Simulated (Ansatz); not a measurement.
Runs of Ansatz 0.2.0 on Ge2Sb2Te5. Symmetry: Cm, No. 8, monoclinic system. Conventional cell: a = 13.678 Å, b = 6.132 Å, c = 9.672 Å, α = 90.00°, β = 134.93°, γ = 90.00°. Te (site symmetry m) is surrounded by 2 Ge at 2.85 to 3.19 Å and 3 Sb at 3.07 to 3.14 Å. Around Te (site symmetry m) lie 2 Sb at 2.95 to 3.20 Å and 3 Ge at 3.07 to 3.08 Å. Te (site symmetry m) is surrounded by 3 Ge at 2.82 to 3.07 Å and 2 Sb at 3.14 to 3.19 Å. Around Te (site symmetry m) lie 2 Ge at 2.95 to 3.00 Å and 2 Sb at 3.02 to 3.06 Å. Te (site symmetry m) has 3 Sb at 2.98 to 3.07 Å and 2 Ge at 3.05 to 3.20 Å as nearest neighbours. Around Sb (site symmetry m) lie 6 Te at 2.95 to 3.19 Å. Around Sb (site symmetry m) lie 6 Te at 2.98 to 3.20 Å. Ge (site symmetry m) is surrounded by 6 Te at 2.82 to 3.19 Å. The cell comes from a database or a generator and needn't be the stable form of this composition.

| task | level | cell | points for each segment of the path | gap on the mesh (eV) | pressure (GPa) | relaxed volume (Å³/atom) | largest force (eV/Å) |
| --- | --- | --- | --- | --- | --- | --- | --- |
| relaxation of cell and atoms | PBE+D4 | relaxed | - | 0.14 | 0.0 | 30.96 | 0.01 |
| band structure | revPBE | as given | 10 | (b) | 0.9 | - | 0.20 |
| relaxation of cell and atoms | revPBE+D4 | relaxed | - | 0.12 | 0.0 | 30.70 | - |
| band structure | PBEsol | as given | 10 | 0.25 | -2.4 | - | 0.22 |
| relaxation of cell and atoms | revPBE | relaxed | - | (c) | 0.0 | (a) | - |

Alike in all rows: potentials or basis Ansatz PAW; no spin polarisation; k mesh 5 × 5 × 4; cutoff (eV) 420; smearing fermi-dirac 0.05 eV.

Task: Estimate the missing entries.

Result: (a) 34.12; (b) 0.26; (c) 0.42.

Caveats: spin-orbit coupling is left out, which moves the levels of the heavy elements; the PAW data sets come from PBE, with cores solved anew for the run's functional, which leaves a small shift of forces and pressure (some runs); odd divisions of the mesh miss points on the zone boundary, where band edges often lie, so the gap on the mesh can be too wide (some runs); the plane-wave basis is chosen anew once the cell has moved, so the energies of steps on either side of that aren't comparable (some runs); the potentials were made for another functional, which shifts forces and pressure (some runs); the k mesh misses the band edges, so the gap on the mesh is wider than the one along the path (some runs).

A k mesh can miss the band edges, and the runs leave out spin-orbit coupling on Ge, Sb, Te.

Not every run made on this cell is shown here.
